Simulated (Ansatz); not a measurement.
# Lu3TiN: the cost of one run

Method: DFT PBE, scalar-relativistic, plane waves, PAW, in Ansatz 0.2.0.

**1. The structure to begin with**

The structure is hexagonal, space group P6/mmm (No. 191). Conventional cell: a = 5.034 Å, b = 5.034 Å, c = 5.056 Å, α = 90.00°, β = 90.00°, γ = 120.00°. Lu (site symmetry mmm) has 2 N at 2.52 Å and 4 Lu at 2.52 Å as nearest neighbours. Ti (site symmetry 6/mmm) is surrounded by 2 N at 2.53 Å. Around N (site symmetry 6/mmm) lie 6 Lu at 2.52 Å and 2 Ti at 2.53 Å.

Coordinates:

```
CELL_PARAMETERS angstrom
5.03433 0.00000 0.00000
-2.51716 4.35985 0.00000
0.00000 0.00000 5.05636
ATOMIC_POSITIONS crystal
Lu 0.50000 0.00000 0.00000
Lu 0.00000 0.50000 0.00000
Lu 0.50000 0.50000 0.00000
Ti 0.00000 0.00000 0.50000
N 0.00000 0.00000 0.00000
```

The cell is invented: random cell by space group and Wyckoff sites (P6/mmm, No. 191). The dimensions are guesses.

**2. Probe: one point on a coarse mesh**

input.yaml reads:

```yaml
crystal:
  lattice:
    - [5.03432548, 0.0, 0.0]
    - [-2.51716274, 4.35985376, 0.0]
    - [0.0, 0.0, 5.05635653]
  atoms:
    - { symbol: Lu, position: [0.5, 0.0, 0.0] }
    - { symbol: Lu, position: [0.0, 0.5, 0.0] }
    - { symbol: Lu, position: [0.5, 0.5, 0.0] }
    - { symbol: Ti, position: [0.0, 0.0, 0.5], spin: 1.0 }
    - { symbol: "N", position: [0.0, 0.0, 0.0] }
basis:
  ecutwfc: 420
kpoints:
  mp_grid: { grid: [6, 6, 4] }
hamiltonian:
  xc: pbe
scf:
  occupations: { method: gaussian, width: 0.1 }
  lower_state_search: "off"
output:
  forces: true
  stress: true
  eigenvalues: true
  populations: true
magnetization:
  spin_polarized: true
```

Command:

```bash
$ ansatz run input.yaml --threads 1 --pin off --max-ram 2560MiB --backend cpu --events-out ev --progress --plain --runs-dir out
```

What time and memory should one allow on 1 thread of Arm Neoverse V2, shared host?

About 36 s, with a peak of 0.52 GiB.
